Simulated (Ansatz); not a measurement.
**GeF2 (SMILES [F][Ge][F]): wB97X/def2-TZVPP**

Aim: the energy change on altering one bond length of GeF2 at wB97X/def2-TZVPP, from 2 runs. 

Program for the calculation: Ansatz 0.2.0.

32 further runs of the same task are left out: 32 set aside as unsound or not needed.

### Step 1. Starting point

The species is GeF2 (3 atoms), meant as a singlet with charge 0. SMILES: `[F][Ge][F]`. Geometry: relaxed at PBE0-D4/def2-TZVP.

Bond lengths: F1–Ge2 1.745 Å, Ge2–F3 1.745 Å. Angles: F1–Ge2–F3 97.2°.

### Step 2. The energy at wB97X/def2-TZVPP

Input file input.yaml:

```yaml
crystal:
  periodic: [false, false, false]
  atoms:
    - {symbol: F, position_ang: [-0.675900, -1.101800, -0.497500]}
    - {symbol: Ge, position_ang: [0.637500, -0.295200, 0.320200]}
    - {symbol: F, position_ang: [0.027600, 1.332100, 0.164100]}
basis:
  gaussian: {orbitals: def2-TZVPP}
hamiltonian: {xc: {name: wB97X}}
accuracy: high
output: {orbitals: {seedname: orbitals}}
```

The run is started by

```bash
$ ansatz run input.yaml --threads 1 --pin off --max-ram 3480MiB --events-out events.jsonl --progress --plain --runs-dir runs
```

Output:

```text
Warning: RAYON_NUM_THREADS=1 ignored (pool sized by the plan → 1); use --threads N
Functional definition: wB97X
  name "wB97X"
  parameter omega = 0.3/bohr
  parameter cx = 0.157706
  parameter cx1 = 0.726479
  parameter cx2 = 1.04760
  parameter cx3 = -5.70635
  parameter cx4 = 13.2794
  parameter css1 = -4.33879
  parameter css2 = 18.2308
  parameter css3 = -31.7430
  parameter css4 = 17.2901
  parameter cos1 = 2.37031
  parameter cos2 = -11.3995
  parameter cos3 = 6.58405
  parameter cos4 = -3.78132
  exchange = spin_sum(e_x_unif_sr(omega)*poly(b97_u_x, 1 - cx, cx1, cx2, cx3, cx4)) + cx*exact_x_sr(omega)
      + exact_x_lr(omega)
  correlation = spin_sum(e_c_pw_same_spin*poly(b97_u_same, 1, css1, css2, css3, css4))
      + integral(e_c_pw_opposite_spin*poly(b97_u_opposite, 1, cos1, cos2, cos3, cos4))
1632 factors; integrals over basis functions are off by at most 5.2e-9 eV
253 factors; integrals over basis functions are off by at most 1.4e-9 eV
mean field evaluation 1: about -61952.3162 eV, gradient 5.3e1 eV
mean field evaluation 2: about -61949.0942 eV, gradient 7.7e1 eV
mean field evaluation 4: about -61956.5423 eV, gradient 6.8e-1 eV
mean field evaluation 8: about -61956.5837 eV, gradient 9.0e-2 eV
mean field evaluation 16: about -61956.5838 eV, gradient 1.3e-5 eV
mean field -61956.58376075 eV, -2276.8624575266 hartree, gradient 2.3e-8 eV, S^2 0.000000; 0 other end points of the search recorded, 0 dependent functions left out
reference -61956.58375890 eV, -2276.8624574587 hartree; 25, 25 occupied and 85, 85 virtual orbitals, 1632 factors
Total energy: -61956.58375890 eV, -2276.8624574587 hartree
```

Wall time 13 s (1 thread of Intel Xeon 6975P-C (Granite Rapids), shared host); peak memory 0.45 GiB.

### Step 3. The distorted shape, same level

Input file job.yaml:

```yaml
crystal:
  periodic: [false, false, false]
  atoms:
    - symbol: F
      position_ang: [-0.872912, -1.222792, -0.620157]
    - symbol: Ge
      position_ang: [0.637500, -0.295200, 0.320200]
    - symbol: F
      position_ang: [0.027600, 1.332100, 0.164100]
basis:
  gaussian: {orbitals: def2-TZVPP}
hamiltonian: {xc: {name: wB97X}}
accuracy: high
output: {orbitals: {seedname: orbitals}}
```

The run is started by

```bash
$ ansatz run job.yaml --threads 1 --pin off --max-ram 3480MiB --events-out events.jsonl --progress --plain --runs-dir runs
```

Output, cut to the lines that bear on the results:

```text
Warning: RAYON_NUM_THREADS=1 ignored (pool sized by the plan → 1); use --threads N
[... 2 set-up lines as earlier in the session ...]
[...]
      + exact_x_lr(omega)
[...]
      + integral(e_c_pw_opposite_spin*poly(b97_u_opposite, 1, cos1, cos2, cos3, cos4))
1615 factors; integrals over basis functions are off by at most 5.7e-9 eV
257 factors; integrals over basis functions are off by at most 1.5e-9 eV
[...]
mean field -61956.02693162 eV, -2276.8419944337 hartree, gradient 9.3e-8 eV, S^2 0.000000; 0 other end points of the search recorded, 0 dependent functions left out
reference -61956.02692973 eV, -2276.8419943642 hartree; 25, 25 occupied and 85, 85 virtual orbitals, 1615 factors
Total energy: -61956.02692973 eV, -2276.8419943642 hartree
```

Run time: 14 s. Hardware: 1 thread of Intel Xeon 6975P-C (Granite Rapids), shared host; peak memory 0.44 GiB.

### Step 4. Results

At wB97X/def2-TZVPP:

| quantity | value |
| --- | --- |
| first shape: total energy | -2276.86246 Eh |
| first shape: HOMO energy | -11.29 eV |
| first shape: LUMO energy | -0.51 eV |
| first shape: HOMO–LUMO gap | 10.77 eV |
| distorted shape: total energy | -2276.84199 Eh |
| distorted shape: HOMO energy | -11.60 eV |
| distorted shape: LUMO energy | -1.07 eV |
| distorted shape: HOMO–LUMO gap | 10.53 eV |
| energy change with the F1–Ge2 bond stretched from 1.745 to 2.007 Å | 0.557 eV |

With the F1–Ge2 bond stretched from 1.745 to 2.007 Å the energy rises by 0.56 eV (12.8 kcal/mol). The first shape isn't relaxed at this level, so the change isn't measured from a minimum.
